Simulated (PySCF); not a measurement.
# HNdO2 (Nd(O)(OH)-): the cost of one run

Program: PySCF 2.14.0. Level of theory: PBE0, Nd lcecp-0-SVP with ECP50, O def2-SVP, H def2-SVP; scalar-relativistic core potentials, no spin–orbit coupling. These are calculated values, not measurements.

1 further run of the same task is left out (for a known fault of the program).

### Step 1. Where the work starts

4 atoms, charge -1, spin multiplicity 1.

Bond lengths: Nd1–O2 1.985 Å, Nd1–O3 2.361 Å, O3–H4 0.966 Å. Angles: O2–Nd1–O3 131.8°, Nd1–O3–H4 158.7°.

As a file:

```xyz
4
HNdO2
Nd    0.00000    0.00000    0.00000
O     1.81190    0.00000    0.81090
O    -2.15470    0.00000    0.96430
H    -3.11430    0.09060    1.02330
```

Formal oxidation states: Nd +2. Each metal's 4 4f electrons lie in its core potential, so multiplicities, spins and levels count the valence alone.

### Step 2. SCF at the start, singlet

run.py (the lines that set the calculation) reads:

```python
mol = gto.M(atom='''
Nd     0.00000     0.00000     0.00000
O      1.81190     0.00000     0.81090
O     -2.15470     0.00000     0.96430
H     -3.11430     0.09060     1.02330''',
    basis={'Nd': 'lcecp-0-SVP', 'O': 'def2-SVP', 'H': 'def2-SVP'},
    ecp={'Nd': 'lcecp-0-SVP'},
    charge=-1, spin=0)
mf = dft.RKS(mol, xc='PBE0')
mf.grids.atom_grid = (50, 194)  # f atoms: unpruned, at least (60, 302)
mf = mf.density_fit()  # fitting sets: Nd AutoAux, O def2-universal-JKFIT, H def2-universal-JKFIT
mf.conv_tol = 1e-08; mf.max_cycle = 55
mf.kernel(dm0)  # dm0: free metal ions and neutral atoms
```

Launch:

```console
> OMP_NUM_THREADS=2 python run.py
```

What time and memory should one allow on 2 threads of Intel Xeon Platinum 8259CL at 2.50GHz (Skylake/Cascade Lake), shared host?

About 2.8 s, with a peak of 0.35 GiB.
